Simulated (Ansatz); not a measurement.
**HfN (CsCl type): equation of state and elastic constants**

The task here is to estimate one member of a computed series from the others.

Method: DFT PBEsol, scalar-relativistic, plane waves, PAW, in Ansatz 0.2.0.

## The system as given

Symmetry: Pm-3m, No. 221, cubic system. The conventional cell has a = 2.790 Å, b = 2.790 Å, c = 2.790 Å, α = 90.00°, β = 90.00°, γ = 90.00°. Around Hf (site symmetry m-3m) lie 8 N at 2.42 Å. N (site symmetry m-3m) is surrounded by 8 Hf at 2.42 Å.

Structure file:

```
Hf N
1.0
     2.79044    0.00000    0.00000
     0.00000    2.79044    0.00000
     0.00000    0.00000    2.79044
Hf N
1 1
Cartesian
  0.0000 0.0000 0.0000
  1.3952 1.3952 1.3952
```

An earlier run at PBEsol left this cell at 10.864 Å³/atom and 0.09 GPa (12×12×12 mesh).

Volume factors to run: 0.980, 1.020, 0.960, 1.040.

Set-up of the first run:

input.yaml reads:

```yaml
crystal:
  lattice:
    - [2.7717066961, 0.0, 0.0]
    - [0.0, 2.7717066961, 0.0]
    - [0.0, 0.0, 2.7717066961]
  atoms:
    - { symbol: Hf, position: [0.0, 0.0, 0.0] }
    - { symbol: "N", position: [0.5, 0.5, 0.5] }
basis:
  ecutwfc: 420
  ecutrho_ratio: 4
kpoints:
  mp_grid: { grid: [12, 12, 12] }
hamiltonian:
  xc: pbesol
scf:
  occupations: { method: gaussian, width: 0.05 }
output:
  forces: true
  stress: true
  eigenvalues: true
```

Steps of the session up to this table: At 0.980 of the relaxed volume; Volume × 1.020; Scaling the volume by 0.960; At 1.040 of the relaxed volume.

One of the session's tables, all rows but one given; the rest of the session is left out.

| volume (Å³/atom) | energy (meV/atom) | pressure (GPa) |
| --- | --- | --- |
| 10.429 | 15.35 | 11.58 |
| 10.647 | ? | ? |
| 10.864 | 0.00 | 0.09 |
| 11.081 | 3.24 | -4.82 |
| 11.298 | 12.79 | -9.24 |

**Question.** Estimate the row for volume (Å³/atom) = 10.647.

Worked estimate for «energy (meV/atom)». A straight line through the neighbours (10.429, 15.35) and (10.864, 0.00) gives 15.35 + (0.00 − 15.35) × (10.647 − 10.429) / (10.864 − 10.429) = 7.66; a parabola fitted to 3 rows on both sides gives 4.01.

**Answer.** energy (meV/atom): 3.76; pressure (GPa): 5.53. In «energy (meV/atom)» the line misses by +3.90 and the parabola by +0.25.

volume (Å³/atom), energy (meV/atom) and a bar:
```
    10.43       15.3 ##############################
    10.65        3.8 #######
    10.86        0.0 
    11.08        3.2 ######
    11.30       12.8 #########################
```

Limits of these values: Spin–orbit coupling is left out, though the cell holds Hf; in elements this heavy it can shift levels and gaps by tenths of an eV.
